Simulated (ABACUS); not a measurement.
# Ba2Tl5V3O12 (R-3m) in ABACUS: reference runs

Reference runs on Ba2Tl5V3O12: the cell as given.

All numbers are computed with ABACUS 3.10.1; they aren't measurements. Logs are shortened: lines on timing, memory, paths and dates and some standing lists are left out, and cuts for length are marked.

### 1 The structure

Symmetry: R-3m, No. 166, trigonal system. The conventional cell has a = 8.474 Å, b = 8.474 Å, c = 18.385 Å, α = 90.00°, β = 90.00°, γ = 120.00°. Around Ba (site symmetry -3m) lie 12 O at 3.23 Å. Ba (site symmetry -3m) is surrounded by 12 O at 3.22 Å. Around V (site symmetry 2/m) lie 4 O at 1.82 Å. Tl (site symmetry 2/m) has 4 O at 2.36 Å as nearest neighbours. Around Tl (site symmetry 3m) lie 3 V at 2.80 Å and 6 O at 2.84 Å and 3 Tl at 2.98 Å. O (site symmetry 1) is surrounded by 1 V at 1.82 Å.

The cell was built by a generator and needn't be a form met in nature.

### 2 Single point, PBE, collinear spin, ferromagnetic start

Contents of INPUT:

```
INPUT_PARAMETERS
suffix              Ba2Tl5V3O12
calculation         scf
basis_type          pw
pseudo_dir          ./
symmetry            1
dft_functional      pbe
ecutwfc             84
pseudo_rcut         7
nspin               2
nbands              121
ks_solver           dav
smearing_method     fd
smearing_sigma      0.00367493
scf_thr             1e-08
scf_nmax            100
mixing_type         broyden
mixing_beta         0.4
cal_force           1
cal_stress          1
kpar                8
```

Contents of STRU:

```
ATOMIC_SPECIES
Ba 137.3270 Ba.upf
V 50.9415 V.upf
Tl 204.3800 Tl.upf
O 15.9990 O.upf

LATTICE_CONSTANT
1.8897261246

LATTICE_VECTORS
4.2369800000 2.4462200000 6.1284000000
-4.2369800000 2.4462200000 6.1284000000
0.0000000000 -4.8924400000 6.1284000000

ATOMIC_POSITIONS
Direct

Ba
0.0
2
0.5000000000 0.5000000000 0.5000000000 1 1 1 mag 0
0.0000000000 0.0000000000 0.0000000000 1 1 1 mag 0

V
0.0
3
0.5000000000 0.5000000000 0.0000000000 1 1 1 mag 2
0.0000000000 0.5000000000 0.5000000000 1 1 1 mag 2
0.5000000000 0.0000000000 0.5000000000 1 1 1 mag 2

Tl
0.0
5
0.0000000000 0.0000000000 0.5000000000 1 1 1 mag 0
0.5000000000 0.0000000000 0.0000000000 1 1 1 mag 0
0.0000000000 0.5000000000 0.0000000000 1 1 1 mag 0
0.7404500000 0.7404500000 0.7404500000 1 1 1 mag 0
0.2595500000 0.2595500000 0.2595500000 1 1 1 mag 0

O
0.0
12
0.7165200000 0.0808900000 0.4124200000 1 1 1 mag 0
0.4124200000 0.7165200000 0.0808900000 1 1 1 mag 0
0.0808900000 0.4124200000 0.7165200000 1 1 1 mag 0
0.5875700000 0.9191100000 0.2834800000 1 1 1 mag 0
0.9191100000 0.2834800000 0.5875700000 1 1 1 mag 0
0.2834800000 0.5875700000 0.9191100000 1 1 1 mag 0
0.2834800000 0.9191100000 0.5875700000 1 1 1 mag 0
0.5875700000 0.2834800000 0.9191100000 1 1 1 mag 0
0.9191100000 0.5875700000 0.2834800000 1 1 1 mag 0
0.4124200000 0.0808900000 0.7165200000 1 1 1 mag 0
0.0808900000 0.7165200000 0.4124200000 1 1 1 mag 0
0.7165200000 0.4124200000 0.0808900000 1 1 1 mag 0
```

Contents of KPT:

```
K_POINTS
0
Gamma
4 4 4 0 0 0
```

Potentials or basis: PseudoDojo NC SR 0.4.1 PBE standard, plane waves.

Run with:

```bash
OMP_NUM_THREADS=1 mpirun -np 8 abacus > log
```

running log:

```text
ABACUS v3.10.1

               Atomic-orbital Based Ab-initio Computation at UStc

 ------------------------------------------------------------------------------------

 READING GENERAL INFORMATION
                           global_out_dir = OUT.Ba2Tl5V3O12/
                           global_in_card = INPUT
                               pseudo_dir = ./
                              orbital_dir =
                                    DSIZE = 8
                                    GSIZE = 1

 READING UNITCELL INFORMATION
                                    ntype = 4
                  lattice constant (Bohr) = 1.88973
              lattice constant (Angstrom) = 1

 READING ATOM TYPE 1
                               atom label = Ba
                      L=0, number of zeta = 1
                      L=1, number of zeta = 1
                      L=2, number of zeta = 1
             number of atom for this type = 2
               magnetization of element 1 = 0

 READING ATOM TYPE 2
                               atom label = V
                      L=0, number of zeta = 1
                      L=1, number of zeta = 1
                      L=2, number of zeta = 1
             number of atom for this type = 3
               magnetization of element 2 = 2

 READING ATOM TYPE 3
                               atom label = Tl
                      L=0, number of zeta = 1
                      L=1, number of zeta = 1
                      L=2, number of zeta = 1
             number of atom for this type = 5
               magnetization of element 3 = 0

 READING ATOM TYPE 4
                               atom label = O
                      L=0, number of zeta = 1
                      L=1, number of zeta = 1
                      L=2, number of zeta = 1
             number of atom for this type = 12
               magnetization of element 4 = 0

                        TOTAL ATOM NUMBER = 22
DIRECT COORDINATES
    atom                   x                   y                   z     mag                  vx                  vy                  vz
taud_Ba1            0.5000000000        0.5000000000        0.5000000000  0.0000        0.0000000000        0.0000000000        0.0000000000
taud_Ba2            0.0000000000        0.0000000000        0.0000000000  0.0000        0.0000000000        0.0000000000        0.0000000000
taud_V1            0.5000000000        0.5000000000        0.0000000000  2.0000        0.0000000000        0.0000000000        0.0000000000
taud_V2            0.0000000000        0.5000000000        0.5000000000  2.0000        0.0000000000        0.0000000000        0.0000000000
taud_V3            0.5000000000        0.0000000000        0.5000000000  2.0000        0.0000000000        0.0000000000        0.0000000000
taud_Tl1            0.0000000000        0.0000000000        0.5000000000  0.0000        0.0000000000        0.0000000000        0.0000000000
taud_Tl2            0.5000000000        0.0000000000        0.0000000000  0.0000        0.0000000000        0.0000000000        0.0000000000
taud_Tl3            0.0000000000        0.5000000000        0.0000000000  0.0000        0.0000000000        0.0000000000        0.0000000000
taud_Tl4            0.7404500000        0.7404500000        0.7404500000  0.0000        0.0000000000        0.0000000000        0.0000000000
taud_Tl5            0.2595500000        0.2595500000        0.2595500000  0.0000        0.0000000000        0.0000000000        0.0000000000
taud_O1            0.7165200000        0.0808900000        0.4124200000  0.0000        0.0000000000        0.0000000000        0.0000000000
taud_O2            0.4124200000        0.7165200000        0.0808900000  0.0000        0.0000000000        0.0000000000        0.0000000000
taud_O3            0.0808900000        0.4124200000        0.7165200000  0.0000        0.0000000000        0.0000000000        0.0000000000
taud_O4            0.5875700000        0.9191100000        0.2834800000  0.0000        0.0000000000        0.0000000000        0.0000000000
taud_O5            0.9191100000        0.2834800000        0.5875700000  0.0000        0.0000000000        0.0000000000        0.0000000000
taud_O6            0.2834800000        0.5875700000        0.9191100000  0.0000        0.0000000000        0.0000000000        0.0000000000
taud_O7            0.2834800000        0.9191100000        0.5875700000  0.0000        0.0000000000        0.0000000000        0.0000000000
taud_O8            0.5875700000        0.2834800000        0.9191100000  0.0000        0.0000000000        0.0000000000        0.0000000000
taud_O9            0.9191100000        0.5875700000        0.2834800000  0.0000        0.0000000000        0.0000000000        0.0000000000
taud_O10           0.4124200000        0.0808900000        0.7165200000  0.0000        0.0000000000        0.0000000000        0.0000000000
taud_O11           0.0808900000        0.7165200000        0.4124200000  0.0000        0.0000000000        0.0000000000        0.0000000000
taud_O12           0.7165200000        0.4124200000        0.0808900000  0.0000        0.0000000000        0.0000000000        0.0000000000

                          Volume (Bohr^3) = 2571.86
                             Volume (A^3) = 381.109

 Lattice vectors: (Cartesian coordinate: in unit of a_0)
             +4.23698            +2.44622             +6.1284
             -4.23698            +2.44622             +6.1284
                   +0            -4.89244             +6.1284
 Reciprocal vectors: (Cartesian coordinate: in unit of 2 pi/a_0)
            +0.118009          +0.0681323          +0.0543916
            -0.118009          +0.0681323          +0.0543916
                   +0           -0.136265          +0.0543916
 The esolver type has been set to : ksdft_pw

                PAO radial cut off (Bohr) = 7

 Read in pseudopotential file is Ba.upf
                     pseudopotential type = NC
          exchange-correlation functional = PBE
                 nonlocal core correction = 1
                        valence electrons = 10
[... 222 lines left out ...]
                    number of plane waves = 36227
                         number of sticks = 1407

 PARALLEL PW FOR WAVE FUNCTIONS
     PROC   COLUMNS(POT)             PW
        1           1407          36227
 --------------- sum -------------------
        1           1407          36227

 SETUP NONLOCAL PSEUDOPOTENTIALS IN PLANE WAVE BASIS
 Ba non-local projectors:
 projector 1 L=0
 projector 2 L=0
 projector 3 L=1
 projector 4 L=1
 projector 5 L=2
 projector 6 L=2
 V non-local projectors:
 projector 1 L=0
 projector 2 L=0
 projector 3 L=1
 projector 4 L=1
 projector 5 L=2
 projector 6 L=2
 Tl non-local projectors:
 projector 1 L=0
 projector 2 L=0
 projector 3 L=1
 projector 4 L=1
 projector 5 L=2
 projector 6 L=2
 O non-local projectors:
 projector 1 L=0
 projector 2 L=0
 projector 3 L=1
 projector 4 L=1
 projector 5 L=2
      TOTAL NUMBER OF NONLOCAL PROJECTORS = 336

 Init Non-Local PseudoPotential table :
 Init Non-Local-Pseudopotential done.

                                     npwx = 33477

 Make real space PAO into reciprocal space.
       max mesh points in Pseudopotential = 701
     dq(describe PAO in reciprocal space) = 0.01
                                    max q = 1104

 number of pseudo atomic orbitals for Ba is 3
WARNING: norm of atomic wavefunction # 2 of atomic type Ba is 0.999994, renormalized
WARNING: norm of atomic wavefunction # 3 of atomic type Ba is 0.948061, renormalized

 number of pseudo atomic orbitals for V is 4
WARNING: norm of atomic wavefunction # 3 of atomic type V is 0.999799, renormalized
WARNING: norm of atomic wavefunction # 4 of atomic type V is 0.99284, renormalized
[... 6 lines left out ...]
 number of pseudo atomic orbitals for O is 2
WARNING: norm of atomic wavefunction # 2 of atomic type O is 0.999977, renormalized

 -------------------------------------------
 SELF-CONSISTENT
 -------------------------------------------

                                 init_chg = atomic

 PW ALGORITHM --------------- ION=   1  ELEC=   1--------------------------------

          total magnetism (Bohr mag/cell) = 0.0928297
       absolute magnetism (Bohr mag/cell) = 1.71372
                        nelec for spin up = 98.0464
                      nelec for spin down = 97.9536
[... 257 lines left out ...]
 Density error is 4.90477906339e-09
                          Error Threshold = 6.97905033047e-12
----------------------------------------------------------
     Energy           Rydberg                 eV
----------------------------------------------------------
 E_KohnSham     -1560.3209019848     -21229.2549754935
 E_KS(sigma->0) -1560.3192038808     -21229.2318716033
 E_Harris       -1560.3203316857     -21229.2472161758
 E_band         -67.1406560066       -913.4954891476
 E_one_elec     -633.7620947716      -8622.7756653103
 E_Hartree      435.6349754661       5927.1179144293
 E_xc           -386.6506283805      -5260.6516812556
 E_Ewald        -975.5397580908      -13272.8993355764
 E_entropy(-TS) -0.0033962080        -0.0462077804
 E_descf        0.0000000000         0.0000000000
 E_exx          0.0000000000         0.0000000000
 E_Fermi        0.6149967183         8.3674596199
----------------------------------------------------------

 charge density convergence is achieved
 final etot is -21229.254975 eV
 EFERMI = 8.3674596199 eV

 STATE ENERGY(eV) AND OCCUPATIONS    NSPIN == 2
SPIN UP :
 1/5 kpoint (Cartesian) = 0.0000 0.0000 0.0000 (33477 pws)
       1       -56.3420      0.0156250
       2       -56.3419      0.0156250
       3       -56.3418      0.0156250
       4       -30.3001      0.0156250
       5       -30.2996      0.0156250
       6       -30.2996      0.0156250
[... 605 lines left out ...]
     120        13.5903    1.34767e-47
     121        13.7168    1.07506e-48

SPIN DOWN :
 1/5 kpoint (Cartesian) = 0.0000 0.0000 0.0000 (33477 pws)
       1       -56.7030      0.0156250
       2       -56.7029      0.0156250
       3       -56.7029      0.0156250
       4       -30.6054      0.0156250
       5       -30.6044      0.0156250
       6       -30.6044      0.0156250
[... 113 lines left out ...]
     120        13.6589    1.70938e-48
     121        13.6589    1.70937e-48

[... levels at 4 further k points ...]

------------------------------------------------------------------------------------------
 TOTAL-FORCE (eV/Angstrom)
------------------------------------------------------------------------------------------
                       Ba1         0.0000054568        -0.0001007567        -0.0000003489
                       Ba2         0.0001709869         0.0000685440         0.0000341709
                        V1        -0.0003560333        -0.0000625716        -0.0002148175
                        V2         0.0001351040         0.0001806366         0.0000524924
                        V3        -0.0002754678        -0.0003767131         0.0003237832
                       Tl1         0.0001169014        -0.0000436576        -0.0001366090
[... 11 lines left out ...]
                        O8        -0.0422631108        -0.0025854389         0.0451229622
                        O9         0.0234209989        -0.0357721201         0.0457116098
                       O10         0.0241534169         0.0362052699        -0.0458821200
                       O11         0.0189505457        -0.0385454259        -0.0453434557
                       O12        -0.0427118071         0.0025142328        -0.0453672533
------------------------------------------------------------------------------------------

----------------------------------------------------------------
 TOTAL-STRESS (KBAR)
----------------------------------------------------------------
        -0.4777842598         0.0003151635         0.0002920620
         0.0003151635        -0.4769826261        -0.0009308138
         0.0002920620        -0.0009308138        -0.5797424810
----------------------------------------------------------------
 TOTAL-PRESSURE: -0.511503 KBAR

 --------------------------------------------
 !FINAL_ETOT_IS -21229.2549754934661905 eV
 --------------------------------------------
```

It took 68 min on 8 MPI ranks of Intel Xeon Platinum 8488C (Sapphire Rapids), shared host; peak memory 16 GiB.

Results:

| Property | Result |
| --- | --- |
| Free energy | -21229.2550 eV |
| Pressure | -0.1 GPa |
| Largest force | 0.063 eV/Å |
| Band gap on the k mesh | none (metal or under the smearing width) |
| Net moment | -1.11 μB per cell |
| Absolute moment | 1.73 μB per cell |

Forces on the atoms (eV/Å):
```
Ba   0.000  0.000  0.000
Ba   0.000  0.000  0.000
V    0.000  0.000  0.000
V    0.000  0.000  0.000
V    0.000  0.000  0.000
Tl   0.000  0.000  0.000
Tl   0.000  0.000  0.000
Tl   0.000  0.000  0.000
Tl  -0.001  0.001  0.002
Tl   0.001 -0.001 -0.002
O   -0.019 -0.039 -0.046
O    0.043  0.003 -0.045
O   -0.024  0.036 -0.046
O   -0.024 -0.036  0.046
O   -0.019  0.038  0.045
O    0.042 -0.002  0.045
O    0.019  0.039  0.046
O   -0.042 -0.003  0.045
O    0.023 -0.036  0.046
O    0.024  0.036 -0.046
O    0.019 -0.039 -0.045
O   -0.043  0.003 -0.045
```

Caveat: this release of the barium file is off; there are fewer bands than atomic start orbitals, so a level may be missed at k points of high symmetry; semilocal functionals often make such compounds metallic where correlation or magnetic order opens a gap, which also shifts bond lengths. With open d or f shells a metallic result of PBE can be an artefact of self-interaction; +U or a hybrid may open a gap.
